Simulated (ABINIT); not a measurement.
# Ge3Pd (Pm-3m) in ABINIT: further runs

One crystal, Ge3Pd, is run at these levels: PBEsol, LDA; tasks: band structure.

Program: ABINIT 10.8.3 (patched build). These are calculated values, not measurements. Logs are shortened: lines on timing, memory, paths and dates and some standing lists are left out, and cuts for length are marked. The log counts tension as positive stress, the text compression.

## Step 1: The structure

It takes space group Pm-3m (No. 221, cubic). Conventional cell: a = 4.142 Å, b = 4.142 Å, c = 4.142 Å, α = 90.00°, β = 90.00°, γ = 90.00°. Pd (site symmetry m-3m) has 12 Ge at 2.93 Å as nearest neighbours. Ge (site symmetry 4/mmm) has 4 Pd at 2.93 Å and 8 Ge at 2.93 Å as nearest neighbours.

The cell comes from a database or a generator and needn't be the stable form of this composition.

## Step 2: Band structure, PBEsol

Contents of run.abi:

```
# Datasets: ground state, then fixed potential
ndtset 2

# Pseudopotentials
pp_dirpath "./"
pseudos "Pd.upf, Ge.upf"

# Structure
acell 3*1.0
rprim
     7.8272890719     0.0000000000     0.0000000000
     0.0000000000     7.8272890719     0.0000000000
     0.0000000000     0.0000000000     7.8272890719
ntypat 2
znucl 46 32
natom 4
typat 1 2 2 2
xred
     0.0000000000     0.0000000000     0.0000000000
     0.5000000000     0.5000000000     0.0000000000
     0.5000000000     0.0000000000     0.5000000000
     0.0000000000     0.5000000000     0.5000000000

# Plane-wave basis
ecut 41.0

# Exchange and correlation
ixc -116133

# Bands and occupations
occopt 3
tsmear 0.05 eV

# SCF cycle
nstep 100

# Output
iomode 3
prtwf 0
prteig 0
prtebands 0
enunit 1
prtden1 1

# Dataset 1
kptopt1 1
ngkpt1 7 7 7
nshiftk1 1
shiftk1 0.0 0.0 0.0
nband1 36
tolvrs1 1.0e-10

# Dataset 2: bands along G-X-M-G-R-X
iscf2 -2
getden2 1
nband2 42
nbdbuf2 4
tolwfr2 1.0e-11
kptopt2 -5
ndivsm2 5
prteig2 1
prtvol2 -3
kptbounds2
     0.0000000000     0.0000000000     0.0000000000
     0.0000000000     0.5000000000     0.0000000000
     0.5000000000     0.5000000000     0.0000000000
     0.0000000000     0.0000000000     0.0000000000
     0.5000000000     0.5000000000     0.5000000000
     0.0000000000     0.5000000000     0.0000000000
```

Potentials or basis: PseudoDojo NC SR PBEsol v0.4.1 standard.

Started as:

```bash
> abinit run.abi > log 2>&1
```

run.abo:

```text
.Version 10.8.3 of ABINIT
 DATASET    1 : space group Pm -3 m (#221); Bravais cP (primitive cubic)
================================================================================
 Values of the parameters that define the memory need for DATASET  1.
     intxc =       0    ionmov =       0      iscf =       7    lmnmax =       6
     lnmax =       6     mgfft =      48  mpssoang =       3    mqgrid =    3001
     natom =       4  nloc_mem =       1    nspden =       1   nspinor =       1
    nsppol =       1      nsym =      48    n1xccc =    2501    ntypat =       2
    occopt =       3   xclevel =       2
       mpw =        6036          nfft =      110592          nkpt =          20
================================================================================
================================================================================

 DATASET    2 : space group Pm -3 m (#221); Bravais cP (primitive cubic)
================================================================================
 Values of the parameters that define the memory need for DATASET  2.
     intxc =       0    ionmov =       0      iscf =      -2    lmnmax =       6
     lnmax =       6     mgfft =      48  mpssoang =       3    mqgrid =    3001
     natom =       4  nloc_mem =       1    nspden =       1   nspinor =       1
    nsppol =       1      nsym =      48    n1xccc =    2501    ntypat =       2
    occopt =       3   xclevel =       2
       mpw =        6036          nfft =      110592          nkpt =          34
================================================================================
================================================================================

--------------------------------------------------------------------------------
------------- Echo of variables that govern the present computation ------------
--------------------------------------------------------------------------------
 -outvars: echo values of preprocessed input variables --------
            acell      1.0000000000E+00  1.0000000000E+00  1.0000000000E+00 Bohr
              amu      1.06420000E+02  7.26100000E+01
             ecut      4.10000000E+01 Hartree
           enunit           1
           getden1          0
           getden2          1
             iscf1          7
             iscf2         -2
              ixc     -116133
           jdtset        1    2
           kptopt1          1
           kptopt2         -5
         kptrlatt        7    0    0      0    7    0      0    0    7
          kptrlen1     5.47910235E+01
          kptrlen2     3.00000000E+01
            natom           4
            nband1         36
            nband2         42
           nbdbuf1          0
           nbdbuf2          4
           ndtset           2
           ndivsm1          0
           ndivsm2          5
            ngfft          48      48      48
             nkpt1         20
             nkpt2         34
            nstep         100
             nsym          48
           ntypat           2
           occopt           3
        prtebands           0
           prteig1          0
           prteig2          1
           prtvol1          0
           prtvol2         -3
            prtwf           0
            rprim      7.8272890719E+00  0.0000000000E+00  0.0000000000E+00
                       0.0000000000E+00  7.8272890719E+00  0.0000000000E+00
                       0.0000000000E+00  0.0000000000E+00  7.8272890719E+00
           shiftk1     0.00000000E+00  0.00000000E+00  0.00000000E+00
           shiftk2     5.00000000E-01  5.00000000E-01  5.00000000E-01
          spgroup         221
           tolvrs1     1.00000000E-10
           tolvrs2     0.00000000E+00
           tolwfr1     0.00000000E+00
           tolwfr2     1.00000000E-11
           tsmear      1.83746611E-03 Hartree
            typat      1  2  2  2
           xangst      0.0000000000E+00  0.0000000000E+00  0.0000000000E+00
                       2.0710114986E+00  2.0710114986E+00  0.0000000000E+00
                       2.0710114986E+00  0.0000000000E+00  2.0710114986E+00
                       0.0000000000E+00  2.0710114986E+00  2.0710114986E+00
            xcart      0.0000000000E+00  0.0000000000E+00  0.0000000000E+00
                       3.9136445360E+00  3.9136445360E+00  0.0000000000E+00
                       3.9136445360E+00  0.0000000000E+00  3.9136445360E+00
                       0.0000000000E+00  3.9136445360E+00  3.9136445360E+00
             xred      0.0000000000E+00  0.0000000000E+00  0.0000000000E+00
[... 213 lines left out ...]
 Non-SCF case, kpt    1 (  0.00000  0.00000  0.00000), residuals and eigenvalues=
  5.75E-12  2.42E-12  2.95E-12  1.89E-12  7.36E-12  2.51E-12  1.58E-12  5.91E-12
  7.74E-12  7.66E-12  9.10E-12  4.71E-12  6.65E-12  4.80E-12  1.58E-12  2.91E-12
  5.55E-12  5.38E-12  7.74E-12  8.77E-12  3.35E-12  7.65E-12  5.59E-12  4.54E-12
  5.95E-12  3.51E-12  4.10E-12  2.68E-12  7.82E-12  6.55E-12  8.38E-12  5.44E-12
  7.90E-12  3.45E-12  1.89E-12  3.18E-12  4.85E-12  3.95E-12  1.68E-09  8.69E-07
  4.17E-10  8.29E-07
 -2.8321E+00 -1.5748E+00 -1.5748E+00 -1.5748E+00 -6.4899E-01 -6.4899E-01
 -6.4899E-01 -6.4862E-01 -6.4662E-01 -6.4662E-01 -6.4493E-01 -6.4493E-01
 -6.4493E-01 -6.4449E-01 -6.4449E-01 -6.4298E-01 -6.4271E-01 -6.4271E-01
 -6.4271E-01 -2.0465E-01  4.1753E-02  4.1753E-02  1.3311E-01  1.3311E-01
  1.3311E-01  1.6370E-01  1.6370E-01  1.6370E-01  2.0372E-01  2.0372E-01
  2.9090E-01  3.7108E-01  3.7108E-01  3.7108E-01  4.6717E-01  4.6717E-01
  4.6717E-01  5.9046E-01  5.9046E-01  5.9046E-01  5.9885E-01  5.9885E-01
[... 448 lines left out ...]
 Non-SCF case, kpt   34 (  0.00000  0.50000  0.00000), residuals and eigenvalues=
  9.89E-12  3.29E-12  6.62E-12  2.73E-12  4.55E-12  3.93E-12  7.26E-12  1.89E-12
  6.54E-12  4.14E-12  6.11E-12  3.11E-12  1.91E-12  4.81E-12  2.20E-12  2.97E-12
  4.24E-12  6.35E-12  8.57E-12  7.52E-12  4.62E-12  8.90E-12  1.40E-12  1.31E-12
  3.78E-12  5.47E-12  9.58E-12  2.43E-12  3.50E-12  3.22E-12  3.21E-12  4.54E-12
  8.39E-12  8.06E-12  3.81E-12  2.98E-12  6.10E-12  6.16E-12  1.58E-09  3.12E-12
  7.26E-09  6.16E-09
 -2.8321E+00 -1.5748E+00 -1.5747E+00 -1.5747E+00 -6.4876E-01 -6.4725E-01
 -6.4640E-01 -6.4622E-01 -6.4622E-01 -6.4582E-01 -6.4582E-01 -6.4573E-01
 -6.4538E-01 -6.4515E-01 -6.4472E-01 -6.4472E-01 -6.4449E-01 -6.4405E-01
 -6.4271E-01 -1.4509E-01 -1.0243E-01  8.8711E-02  1.1378E-01  1.1378E-01
  1.2183E-01  1.6515E-01  1.7341E-01  2.4976E-01  2.4976E-01  2.6051E-01
  2.6051E-01  2.7302E-01  2.9126E-01  3.6048E-01  4.7671E-01  4.7671E-01
  5.3811E-01  5.6313E-01  5.9007E-01  6.1036E-01  6.1036E-01  6.2931E-01

--- !ResultsGS
iteration_state: {dtset: 2, }
comment   : Summary of ground state results
lattice_vectors:
- [  7.8272891,   0.0000000,   0.0000000, ]
- [  0.0000000,   7.8272891,   0.0000000, ]
- [  0.0000000,   0.0000000,   7.8272891, ]
lattice_lengths: [   7.82729,    7.82729,    7.82729, ]
lattice_angles: [ 90.000,  90.000,  90.000, ] # degrees, (23, 13, 12)
lattice_volume:   4.7955025E+02
convergence: {deltae:  0.000E+00, res2:  0.000E+00, residm:  9.977E-12, diffor:  0.000E+00, }
etotal    :  -4.02460030E+02
entropy   :   0.00000000E+00
fermie    :   2.61030049E-01
cartesian_stress_tensor: null
pressure_GPa: null
xred      :
- [  0.0000E+00,   0.0000E+00,   0.0000E+00, Pd]
- [  5.0000E-01,   5.0000E-01,   0.0000E+00, Ge]
- [  5.0000E-01,   0.0000E+00,   5.0000E-01, Ge]
- [  0.0000E+00,   5.0000E-01,   5.0000E-01, Ge]
cartesian_forces: null
force_length_stats: {min: null, max: null, mean: null, }
...

 Integrated electronic density in atomic spheres:
 ------------------------------------------------
 Atom  Sphere_radius  Integrated_density
    1        2.00000         15.30820639
    2        2.00000         11.46898020
    3        2.00000         11.46898020
    4        2.00000         11.46898020
================================================================================

 ----iterations are completed or convergence reached----

 Mean square residual over all n,k,spin=   49.485E-13; max=  99.767E-13
 reduced coordinates (array xred) for    4 atoms
       0.000000000000      0.000000000000      0.000000000000
       0.500000000000      0.500000000000      0.000000000000
       0.500000000000      0.000000000000      0.500000000000
       0.000000000000      0.500000000000      0.500000000000

 cartesian coordinates (angstrom) at end:
    1      0.00000000000000     0.00000000000000     0.00000000000000
    2      2.07101149859479     2.07101149859479     0.00000000000000
    3      2.07101149859479     0.00000000000000     2.07101149859479
    4      0.00000000000000     2.07101149859479     2.07101149859479
 length scales=  1.000000000000  1.000000000000  1.000000000000 bohr
              =  0.529177210544  0.529177210544  0.529177210544 angstroms
 Eigenvalues (   eV  ) for nkpt=  34  k points:
 kpt#   1, nband= 42, wtk=  1.00000, kpt=  0.0000  0.0000  0.0000 (reduced coord)
 -77.06670  -42.85120  -42.85120  -42.85120  -17.66002  -17.66002  -17.66002  -17.64998
 -17.59538  -17.59538  -17.54933  -17.54933  -17.54933  -17.53751  -17.53751  -17.49628
 -17.48892  -17.48892  -17.48892   -5.56869    1.13614    1.13614    3.62201    3.62201
   3.62201    4.45442    4.45442    4.45442    5.54359    5.54359    7.91578   10.09763
  10.09763   10.09763   12.71223   12.71223   12.71223   16.06730   16.06730   16.06731
  16.29557   16.29557
 kpt#   2, nband= 42, wtk=  1.00000, kpt=  0.0000  0.1000  0.0000 (reduced coord)
 -77.06670  -42.85133  -42.85119  -42.85119  -17.65946  -17.65612  -17.65612  -17.64733
 -17.59498  -17.59309  -17.54987  -17.54935  -17.54935  -17.53960  -17.53745  -17.49821
 -17.49316  -17.49316  -17.48891   -5.48464    0.67898    1.20405    3.53812    3.53812
   3.77369    4.45816    4.60505    4.60505    5.37308    5.74645    8.28385   10.02342
  10.02342   10.05154   12.13729   12.36931   12.36931   16.06645   16.43733   16.68168
  16.74724   16.74724
 kpt#   3, nband= 42, wtk=  1.00000, kpt=  0.0000  0.2000  0.0000 (reduced coord)
 -77.06670  -42.85169  -42.85117  -42.85117  -17.65795  -17.64475  -17.64475  -17.63987
 -17.59390  -17.58660  -17.55132  -17.54950  -17.54950  -17.54565  -17.53728  -17.50531
[... 207 lines left out ...]
 kpt#  33, nband= 42, wtk=  1.00000, kpt=  0.0714  0.5000  0.0714 (reduced coord)
 -77.06668  -42.85260  -42.85119  -42.85119  -17.65032  -17.61151  -17.59023  -17.58767
 -17.58687  -17.57628  -17.56957  -17.56932  -17.55911  -17.55734  -17.54275  -17.54138
 -17.53881  -17.52541  -17.49266   -3.86955   -2.70972    1.74372    3.05789    3.27546
   3.76471    4.33396    4.72702    6.05554    6.42490    6.63512    7.27410    8.51817
   8.71049   10.07338   11.76732   13.02751   14.83791   15.01021   16.17661   16.63196
  16.79420   17.76300
 kpt#  34, nband= 42, wtk=  1.00000, kpt=  0.0000  0.5000  0.0000 (reduced coord)
 -77.06668  -42.85261  -42.85113  -42.85113  -17.65378  -17.61245  -17.58932  -17.58443
 -17.58443  -17.57372  -17.57372  -17.57114  -17.56156  -17.55530  -17.54385  -17.54385
 -17.53753  -17.52563  -17.48890   -3.94802   -2.78713    2.41394    3.09621    3.09621
   3.31524    4.49396    4.71867    6.79634    6.79634    7.08892    7.08892    7.42915
   7.92568    9.80924   12.97203   12.97203   14.64282   15.32352   16.05657   16.60868
  16.60868   17.12436

== END DATASET(S) ==============================================================
================================================================================

 -outvars: echo values of variables after computation  --------
            acell      1.0000000000E+00  1.0000000000E+00  1.0000000000E+00 Bohr
           etotal1    -4.0246003027E+02
            fcart1    -0.0000000000E+00 -0.0000000000E+00 -0.0000000000E+00
                      -0.0000000000E+00 -0.0000000000E+00 -0.0000000000E+00
                      -0.0000000000E+00 -0.0000000000E+00 -0.0000000000E+00
                      -0.0000000000E+00 -0.0000000000E+00 -0.0000000000E+00
            rprim      7.8272890719E+00  0.0000000000E+00  0.0000000000E+00
                       0.0000000000E+00  7.8272890719E+00  0.0000000000E+00
                       0.0000000000E+00  0.0000000000E+00  7.8272890719E+00
           strten1     1.6029397042E-04  1.6029397042E-04  1.6029397042E-04
                       0.0000000000E+00  0.0000000000E+00  0.0000000000E+00
           xangst      0.0000000000E+00  0.0000000000E+00  0.0000000000E+00
                       2.0710114986E+00  2.0710114986E+00  0.0000000000E+00
                       2.0710114986E+00  0.0000000000E+00  2.0710114986E+00
                       0.0000000000E+00  2.0710114986E+00  2.0710114986E+00
             xred      0.0000000000E+00  0.0000000000E+00  0.0000000000E+00
                       5.0000000000E-01  5.0000000000E-01  0.0000000000E+00
                       5.0000000000E-01  0.0000000000E+00  5.0000000000E-01
                       0.0000000000E+00  5.0000000000E-01  5.0000000000E-01
 Calculation completed.
```

It took 6.1 min on 1 thread of Arm Neoverse V2, shared host; peak memory 0.2 GiB.

What came out:

```yaml
Free_energy: -10951.4953 eV
Pressure: -4.7 GPa
Band_gap_on_the_k_mesh: none (metal or under the smearing width)
Valence_electrons_inside_the_program's_atomic_spheres: Pd 15.31; Ge 11.47
```

Levels at the corners of the path, in eV from the Fermi level:
```tsv
point	band 27	band 28	band 29	band 30	band 31	band 32	band 33	band 34
Γ	-2.65	-2.65	-1.56	-1.56	0.81	2.99	2.99	2.99
X	-2.38	-0.31	-0.31	-0.01	-0.01	0.33	0.82	2.71
M	-2.09	-2.07	-0.15	0.09	0.96	0.96	2.45	2.45
Γ	-2.65	-2.65	-1.56	-1.56	0.81	2.99	2.99	2.99
R	-2.28	-2.28	-1.57	-1.57	-1.57	-0.36	7.45	7.45
X	-2.38	-0.31	-0.31	-0.01	-0.01	0.33	0.82	2.71
```

## Step 3: Band structure, LDA

run.abi: that of step 2 with these lines changed.

```diff
@@ -5,3 +5,3 @@
 pp_dirpath "./"
-pseudos "Pd.upf, Ge.upf"
+pseudos "Pd.LDA_PW-JTH.xml, Ge.LDA_PW-JTH.xml"
 
@@ -24,6 +24,7 @@
 # Plane-wave basis
-ecut 41.0
+ecut 22.0
+pawecutdg 44.0
 
 # Exchange and correlation
-ixc -116133
+ixc 7
 
@@ -50,3 +51,3 @@
 nband1 36
-tolvrs1 1.0e-10
+tolvrs1 1.0e-9
```

Potentials or basis: JTH PAW LDA v2.0.

Started as:

```bash
> abinit run.abi > log 2>&1
```

It took 5.3 min on 1 thread of Arm Neoverse V2, shared host; peak memory 0.15 GiB.

It converged, with:

```
Free energy                                           : -11334.3388 eV
Pressure                                              : -7.4 GPa
Band gap on the k mesh                                : none (metal or under the smearing width)
Valence electrons inside the program's atomic spheres : Pd 16.85; Ge 12.18
```

Levels at the corners of the path, in eV from the Fermi level:
| point | band 28 | band 29 | band 30 | band 31 | band 32 | band 33 |
| --- | --- | --- | --- | --- | --- | --- |
| Γ | -2.63 | -1.59 | -1.59 | 0.87 | 2.96 | 2.96 |
| X | -0.26 | -0.26 | 0.01 | 0.01 | 0.24 | 0.90 |
| M | -2.04 | -0.19 | 0.14 | 0.95 | 0.95 | 2.47 |
| Γ | -2.63 | -1.59 | -1.59 | 0.87 | 2.96 | 2.96 |
| R | -2.27 | -1.57 | -1.57 | -1.57 | -0.34 | 7.35 |
| X | -0.26 | -0.26 | 0.01 | 0.01 | 0.24 | 0.90 |

## Step 4: The reference run

An earlier run on the cell as given: functional PBEsol; potentials or basis PseudoDojo NC SR PBEsol v0.4.1 standard; cutoff 1116 eV; k mesh 7 × 7 × 7; occupations fermi-dirac, width 0.05 eV; no spin polarisation.

* Pressure: -4.7 GPa
* Band gap on the k mesh: none (metal or under the smearing width)
* Valence electrons inside the program's atomic spheres: Pd 15.31; Ge 11.47

## Step 5: The runs side by side

| task | level | potentials or basis | cutoff (eV) | fine-grid cutoff | gap on the mesh (eV) | pressure (GPa) |
| --- | --- | --- | --- | --- | --- | --- |
| band structure | PBEsol | PseudoDojo NC SR PBEsol v0.4.1 standard | 1116 | - | none | -4.7 |
| band structure | LDA | JTH PAW LDA v2.0 | 599 | 1197.3 eV | none | -7.4 |
| single point | PBEsol | PseudoDojo NC SR PBEsol v0.4.1 standard | 1116 | - | none | -4.7 |

Alike in all rows: no spin polarisation; cell as given; k mesh 7 × 7 × 7; smearing fermi-dirac 0.05 eV.

Absolute energies hang on the potentials; compare differences alone.
